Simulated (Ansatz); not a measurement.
**B2H7NSi: up Jacob's ladder to CCSD(T)**

Aim: compute B2H7NSi with functionals from several rungs and with coupled cluster. The yardstick is the atomisation energy at the CCSD(T) limit.

Method: functionals in def2-TZVPP, the program's frozen cores in correlated methods; program: Ansatz 0.2.0, Gaussian basis.

Plan: LDA (SPW92), PBE-D4, revPBE-D4, BLYP-D4, r2SCAN-D4, B97M-V, PBE0-D4, B3LYP-D4, r2SCANh-D4, r2SCAN0-D4, HSE06-D4, BHLYP-D4, CAM-B3LYP-D4, LC-ωPBE, ωB97X-V, ωB97M-V, B2PLYP, PBE-QIDH; CCSD(T)/def2-SVP; CCSD(T)/def2-TZVPP; MP2/def2-QZVPP; extrapolation to the limit; RPA on PBE.

**1. The geometry**

All runs share one geometry, relaxed beforehand with PBE0-D4 in a triple-zeta def2 set.

11 atoms, charge 0, spin multiplicity 1.

Atoms are counted from 1 here; the program's logs count them from 0.

Bond lengths: B1–B2 1.627 Å, B1–Si3 2.048 Å, B1–H5 1.195 Å, B1–H6 1.225 Å, B2–N4 1.555 Å, B2–H7 1.198 Å, Si3–N4 1.909 Å, Si3–H8 1.491 Å, Si3–H9 1.484 Å, N4–H10 1.012 Å, N4–H11 1.013 Å. Angles: B2–B1–Si3 70.8°, B2–B1–H5 126.1°, B2–B1–H6 115.3°, Si3–B1–H5 126.8°, Si3–B1–H6 84.4°, H5–B1–H6 116.9°, B1–B2–N4 108.3°, B1–B2–H7 133.0°, N4–B2–H7 112.6°, B1–Si3–N4 81.3°, B1–Si3–H8 134.8°, B1–Si3–H9 116.4° and more.

**2. LDA**

This LDA is Slater exchange with PW92 correlation.

in.yaml reads:

```yaml
crystal:
  periodic: [false, false, false]
  atoms:
    - {symbol: B, position_ang: [-0.250584, 1.458214, 0.095522]}
    - {symbol: B, position_ang: [-0.369232, 0.299638, -1.040171]}
    - {symbol: Si, position_ang: [0.831152, -0.177520, 0.684305]}
    - {symbol: N, position_ang: [-0.520576, -1.072032, -0.323287]}
    - {symbol: H, position_ang: [0.162233, 2.567270, -0.071121]}
    - {symbol: H, position_ang: [-0.889859, 1.254058, 1.119984]}
    - {symbol: H, position_ang: [0.073615, 0.194441, -2.148325]}
    - {symbol: H, position_ang: [2.063669, -0.855048, 0.188899]}
    - {symbol: H, position_ang: [0.642145, -0.624802, 2.086462]}
    - {symbol: H, position_ang: [-0.328546, -1.930537, -0.823419]}
    - {symbol: H, position_ang: [-1.348617, -1.170581, 0.251649]}
basis:
  gaussian: {orbitals: def2-TZVPP}
hamiltonian: {xc: lda}
output: {orbitals: {seedname: orbitals}}
```

Command:

```
$ ansatz run in.yaml --threads 2 --pin off --events-out ev --progress --plain --max-ram 4352MiB
```

Further steps of the session: PBE-D4 (GGA); revPBE-D4 (GGA); BLYP-D4 (GGA); r2SCAN-D4 (meta-GGA); B97M-V (meta-GGA); PBE0-D4 (hybrid); B3LYP-D4 (hybrid); r2SCANh-D4 (hybrid); r2SCAN0-D4 (hybrid); HSE06-D4 (hybrid); BHLYP-D4 (hybrid); CAM-B3LYP-D4 (range-separated); LC-ωPBE (range-separated); ωB97X-V (range-separated); ωB97M-V (range-separated); B2PLYP (double hybrid); PBE-QIDH (double hybrid); CCSD(T) in def2-SVP; CCSD(T) in def2-TZVPP; MP2 in def2-QZVPP; RPA on PBE orbitals.

**Question.** What will the summary of the whole plan be? Wanted: atomisation energy, CCSD(T)/CBS; farthest beyond LDA; mean size of error, GGA; mean size of error, meta-GGA; mean size of error, hybrid; mean size of error, range-separated; mean size of error, double hybrid; gap, smallest and largest; T1 diagnostic.

The runs gave:

| quantity | value |
| --- | --- |
| atomisation energy, CCSD(T)/CBS | 3630.9 kJ/mol |
| functionals within 18.2 kJ/mol (0.5 %) | revPBE-D4, BLYP-D4, r2SCAN0-D4, LC-ωPBE, PBE-QIDH |
| farthest beyond LDA | PBE-D4 (+76.9 kJ/mol) |
| mean size of error, GGA | 29.1 kJ/mol |
| mean size of error, meta-GGA | 50.9 kJ/mol |
| mean size of error, hybrid | 30.9 kJ/mol |
| mean size of error, range-separated | 31.4 kJ/mol |
| mean size of error, double hybrid | 10.4 kJ/mol |
| gap, smallest and largest | 3.46 eV (LDA (SPW92)), 9.97 eV (LC-ωPBE) |
| T1 diagnostic | 0.0138 |
| triples share of the correlation energy | 4.1 % |

In words: The LDA atomisation energy is off by 516.3 kJ/mol (14 %): it overbinds. PBE-D4 is off by +76.9 kJ/mol. Double hybrids carry the basis error of their MP2 part in triple zeta, and no dispersion term here, so their miss is partly the set-up's. By mean error the best rung here is double hybrid (10.4 kJ/mol) and the worst beyond LDA is meta-GGA (50.9 kJ/mol). The reference freezes the cores and leaves out relativity and excitations past (T), so misses under about 18.2 kJ/mol can't be ranked. Hartree-Fock recovers 74 % of the binding; the rest is correlation. CCSD(T) in def2-SVP is off by -202.6 kJ/mol, which most functionals beat. Orbital gaps span 3.5 to 10.0 eV; exact exchange widens them.
